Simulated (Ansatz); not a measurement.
# GeAs4: the cost of one run

Computed with Ansatz 0.2.0 (DFT PBE, scalar-relativistic, plane waves, PAW, unless a step names another level, unless a step's input says otherwise).

5 further runs of the same task are left out: 2 that didn't finish, 3 set aside as unsound or not needed. Runs told in other sessions of the task aren't counted.

### Step 1. Starting point

The structure is orthorhombic, space group Cmm2 (No. 35). The conventional cell has a = 7.388 Å, b = 9.969 Å, c = 4.607 Å, α = 90.00°, β = 90.00°, γ = 90.00°. Ge (site symmetry mm2) has 4 As at 2.51 Å in its first shell of neighbours. As (site symmetry m) is surrounded by 1 Ge at 2.51 Å and 2 As at 2.55 Å.

Coordinates:

```xyz
5
Lattice="3.6942 -4.9846 0.0000 3.6942 4.9846 0.0000 0.0000 0.0000 4.6068" Properties=species:S:1:pos:R:3 pbc="T T T"
Ge    3.6942    0.0000    3.9508
As    2.0034    0.0000    1.2014
As    5.3850    0.0000    1.2014
As    3.6942   -1.6872    2.0866
As    3.6942    1.6872    2.0866
```

It came out lowest among 25 distinct ends of the trial cells. At a tolerance of 0.02 Å it has space group Cmm2 (No. 35).

### Step 2. Tight relaxation for the response runs, on the response runs' mesh and smearing

input.yaml

```yaml
crystal:
  lattice:
    - [3.6941685796, -4.9845820178, 0.0]
    - [3.6941685796, 4.9845820178, 0.0]
    - [0.0, 0.0, 4.6067567263]
  atoms:
    - { symbol: Ge, position: [0.5, 0.5, 0.8576027825] }
    - { symbol: As, position: [0.2711507669, 0.2711507669, 0.2607980744] }
    - { symbol: As, position: [0.7288492331, 0.7288492331, 0.2607980744] }
    - { symbol: As, position: [0.6692383237, 0.3307616763, 0.4529499944] }
    - { symbol: As, position: [0.3307616763, 0.6692383237, 0.4529499944] }
basis:
  ecutwfc: 420
kpoints:
  mp_grid: { grid: [6, 6, 8] }
hamiltonian:
  xc: pbe
scf:
  occupations: { method: fixed }
output:
  forces: true
  stress: true
  eigenvalues: true
relax:
  adjacent_minimum: "off"
  f_tol: 0.001
  max_steps: 60
  cell: { stress_tol: 0.01 }
```

Run with:

```sh
$ ansatz run input.yaml --threads 3 --pin off --max-ram 7680MiB --backend cpu --events-out ev --progress --plain --runs-dir out
```

Q: Estimate wall time and peak memory on 3 threads of AMD EPYC 7R43 (Zen 3), shared host.

About 2.3 min, with a peak of 0.73 GiB.
